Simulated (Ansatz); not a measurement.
# Bi2Te2Pt3Pb2: the cost of one run

Program: Ansatz 0.2.0. Level of theory: reference: DFT PBE, plane waves, PAW, scalar-relativistic, no spin polarisation. These are calculated values, not measurements.

1 further run of the same task is left out (it didn't finish).

## (1) The structure to begin with

It takes space group P-3m1 (No. 164, trigonal). The conventional cell has a = 4.222 Å, b = 4.222 Å, c = 16.799 Å, α = 90.00°, β = 90.00°, γ = 120.00°. Around Bi (site symmetry 3m) lie 3 Pt at 2.99 Å and 3 Te at 3.01 Å. Pb (site symmetry 3m) has 6 Pt at 2.97 Å as nearest neighbours. Around Te (site symmetry 3m) lie 3 Bi at 3.01 Å. Pt (site symmetry 3m) has 3 Pb at 2.97 Å and 3 Bi at 2.99 Å as nearest neighbours. Around Pt (site symmetry -3m) lie 6 Pb at 2.97 Å.

As a file:

```cif
data_structure
_symmetry_space_group_name_H-M 'P 1'
_symmetry_Int_Tables_number 1
_cell_length_a 4.2216
_cell_length_b 4.2216
_cell_length_c 16.7986
_cell_angle_alpha 90.000
_cell_angle_beta 90.000
_cell_angle_gamma 60.000
_cell_volume 259.27
loop_
_atom_site_label
_atom_site_type_symbol
_atom_site_fract_x
_atom_site_fract_y
_atom_site_fract_z
_atom_site_occupancy
Bi1 Bi 0.00000 0.00000 0.19477 1
Bi2 Bi 0.00000 0.00000 0.80523 1
Pb1 Pb 0.33333 0.33333 0.60123 1
Pb2 Pb 0.66667 0.66667 0.39877 1
Te1 Te 0.33333 0.33333 0.91060 1
Te2 Te 0.66667 0.66667 0.08940 1
Pt1 Pt 0.33333 0.33333 0.29817 1
Pt2 Pt 0.66667 0.66667 0.70183 1
Pt3 Pt 0.00000 0.00000 0.50000 1
```

## (2) Baseline

The input, input.yaml:

```yaml
crystal:
  lattice:
    - [2.110784, 3.655983, 0.0]
    - [-2.110784, 3.655983, 0.0]
    - [0.0, 0.0, 16.798606]
  atoms:
    - { symbol: Bi, position: [0.0, 0.0, 0.19477] }
    - { symbol: Bi, position: [0.0, 0.0, 0.80523] }
    - { symbol: Pb, position: [0.33333, 0.33334, 0.60123] }
    - { symbol: Pb, position: [0.66667, 0.66666, 0.39877] }
    - { symbol: Te, position: [0.33333, 0.33334, 0.9106] }
    - { symbol: Te, position: [0.66667, 0.66666, 0.0894] }
    - { symbol: Pt, position: [0.33333, 0.33334, 0.29817] }
    - { symbol: Pt, position: [0.66667, 0.66666, 0.70183] }
    - { symbol: Pt, position: [0.0, 0.0, 0.5] }
  symmetry: { tolerance: 0.0003 }
kpoints:
  mp_grid: { grid: [5, 5, 1], shift: [0, 0, 0] }
magnetization:
  spin_polarized: false
scf:
  occupations: { method: fermi_dirac }
hamiltonian:
  pseudopotentials: { kind: paw }
  xc: pbe
basis:
  ecutwfc: 420
output:
  forces: true
  stress: true
  eigenvalues: true
```

Command:

```console
> ansatz run input.yaml --threads 1 --pin off --max-ram 2560MiB --backend cpu --events-out ev --progress --plain --runs-dir out
```

Q: Estimate wall time and peak memory on 1 thread of AMD EPYC 9R45 (Zen 5), shared host.

About 2.5 s, with a peak of 0.65 GiB.
